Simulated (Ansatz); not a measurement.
# SrHI: the cost of one run

Program: Ansatz 0.2.0. PAW datasets, plane waves, zero pressure. (Simulation; spin polarisation is off.)

## (1) The cell

The symmetry is P4/nmm (No. 129, tetragonal); a = 4.290 Å, c = 9.098 Å in the conventional setting, 27.90 Å³ an atom. Around Sr lie 4 H at 2.52 Å and 4 I at 3.41 Å; around H lie 4 Sr at 2.52 Å and 4 I at 3.58 Å; around I lie 4 Sr at 3.41 Å and 4 H at 3.58 Å.

Structure file:

Space group P4/nmm:1 (No. 129). a = 4.290 Å, b = 4.290 Å, c = 9.098 Å, α = 90.00°, β = 90.00°, γ = 90.00°
```tsv
atom	site	symmetry	x	y	z
Sr	2c	4mm	0.0000	0.5000	0.1447
H	2a	-4m2	0.5000	0.5000	0.0000
I	2c	4mm	0.0000	0.5000	0.6848
```

## (2) PBE-D3(BJ): cell and atoms

input.yaml reads:

```yaml
crystal:
  lattice:
    - [4.28956644, 0.0, 0.0]
    - [0.0, 4.28956644, 0.0]
    - [0.0, 0.0, 9.0978086]
  atoms:
    - { symbol: Sr, position: [0.0, 0.5, 0.14468186] }
    - { symbol: Sr, position: [0.5, 0.0, 0.85531814] }
    - { symbol: H, position: [0.5, 0.5, 0.0] }
    - { symbol: H, position: [0.0, 0.0, 0.0] }
    - { symbol: I, position: [0.0, 0.5, 0.68477347] }
    - { symbol: I, position: [0.5, 0.0, 0.31522653] }
kpoints:
  mp_grid: { grid: [6, 6, 4] }
hamiltonian:
  xc: pbe
  dispersion: d3bj
scf:
  occupations: { method: fermi_dirac, width: 0.02 }
relax:
  f_tol: 0.005
  cell: {}
```

Command:

```bash
$ ansatz run input.yaml --threads 2 --pin off --max-ram 29491MiB --backend cpu --events-out ev --progress --plain --runs-dir out
```

What time and memory should one allow on 2 threads of AMD EPYC 7R13 (Zen 3), shared host?

About 26 s, with a peak of 0.64 GiB.
